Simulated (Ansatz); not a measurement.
**HBrCl (doublet): wave-function methods side by side at distance Cl1–H2 along a hydrogen transfer = 2.041 Å, cc-pVDZ**

Aim: climb from Hartree-Fock through coupled cluster and multireference methods for HBrCl (doublet) at one geometry and basis, and see what each rung misses.

Computed with Ansatz 0.2.0, Gaussian basis. Level: cc-pVDZ, core rule «outside noble gas», up to 19 orbitals frozen.

To be run: UHF; CCSD(T) on ROHF; CCSD(T) on UHF; BCCD(T) on ROHF; CISD; CCSDT(Q) on ROHF; CCSDT(Q) on UHF; CASSCF and MRCISD+Q, 3 electrons in 3 orbitals; CASSCF and NEVPT2, 3 electrons in 3 orbitals; CASSCF and MRCISD+Q, 15 electrons in 9 orbitals; CASSCF and NEVPT2, 15 electrons in 9 orbitals.

11 further runs of the same task are left out: 7 that didn't finish, 4 set aside as unsound or not needed.

## (1) The system

The geometry derives from fragments relaxed apart (PBE0/def2-TZVP) and kept rigid, so it is no stationary point. A hydrogen atom is moved between rigid fragments. No spin-orbit coupling is included. The filled d shell of Br may be among the frozen orbitals whatever the setting's name suggests; the logs give the count.

3 atoms, charge 0, spin multiplicity 2.

Atoms are counted from 1 here; the program's logs count them from 0.

Bond lengths: H2–Br3 1.530 Å.

## (2) UHF

File in.yaml:

```yaml
crystal:
  periodic: [false, false, false]
  atoms:
    - {symbol: Cl, position_ang: [0.000000, 0.000000, -1.870667]}
    - {symbol: H, position_ang: [0.000000, 0.000000, 0.170333]}
    - {symbol: Br, position_ang: [0.000000, 0.000000, 1.700333]}
basis:
  gaussian: {orbitals: cc-pVDZ}
magnetization: {spin_polarized: true, initial_magnetization: 1}
hamiltonian: {xc: hf}
output: {orbitals: {seedname: orbitals}}
```

Launch:

```console
ansatz run in.yaml --threads 1 --pin off --events-out ev --progress --plain --max-ram 2393MiB
```

Further steps of the session: CCSD(T) on ROHF; CCSD(T) on UHF; BCCD(T) on ROHF; CISD; CCSDT(Q) on ROHF; CCSDT(Q) on UHF; CASSCF and MRCISD+Q, 3 electrons in 3 orbitals; CASSCF and NEVPT2, 3 electrons in 3 orbitals; CASSCF and MRCISD+Q, 15 electrons in 9 orbitals; CASSCF and NEVPT2, 15 electrons in 9 orbitals.

Q: Predict the results of all the runs planned. Wanted: UCCSDT(Q) below the RHF energy; RMP2 from UCCSDT(Q); UMP2 from UCCSDT(Q); RCCSD from UCCSDT(Q); RCCSD(T) from UCCSDT(Q); UCCSD(T) from UCCSDT(Q); RCCSDT(Q) from UCCSDT(Q); NEVPT2 pair from UCCSDT(Q); MRCISD+Q pair from UCCSDT(Q).

As calculated:

| quantity | value |
| --- | --- |
| UCCSDT(Q) below the RHF energy | -7.6445 eV |
| RMP2 from UCCSDT(Q) | +960.6 meV |
| UMP2 from UCCSDT(Q) | +977.0 meV |
| RCCSD from UCCSDT(Q) | +131.2 meV |
| RCCSD(T) from UCCSDT(Q) | +25.0 meV |
| UCCSD(T) from UCCSDT(Q) | +24.5 meV |
| RCCSDT(Q) from UCCSDT(Q) | +0.3 meV |
| NEVPT2 pair from UCCSDT(Q) | +927.5 meV |
| MRCISD+Q pair from UCCSDT(Q) | +18.2 meV |
| NEVPT2 valence from UCCSDT(Q) | +1613.1 meV |
| levels within 1 kcal/mol (43 meV) | RCCSD(T), UCCSD(T), BCCD(T), RCCSDT, UCCSDT, RCCSDT(Q), MRCISD+Q pair, MRCISD+Q valence |
| T1 diagnostic | 0.010 |
| effectively unpaired electrons | 1.01 |

**Reading.** RCCSD(T) lands +25.0 meV from the yardstick (0.3 % of the correlation energy). One determinant dominates. Of the multireference levels listed MRCISD+Q pair comes nearest in total energy (+18.2 meV), which doesn't show that its space is the better one. These misses are within one basis, not against nature; the frozen cores of restricted and unrestricted runs differ, which can shift their rows.
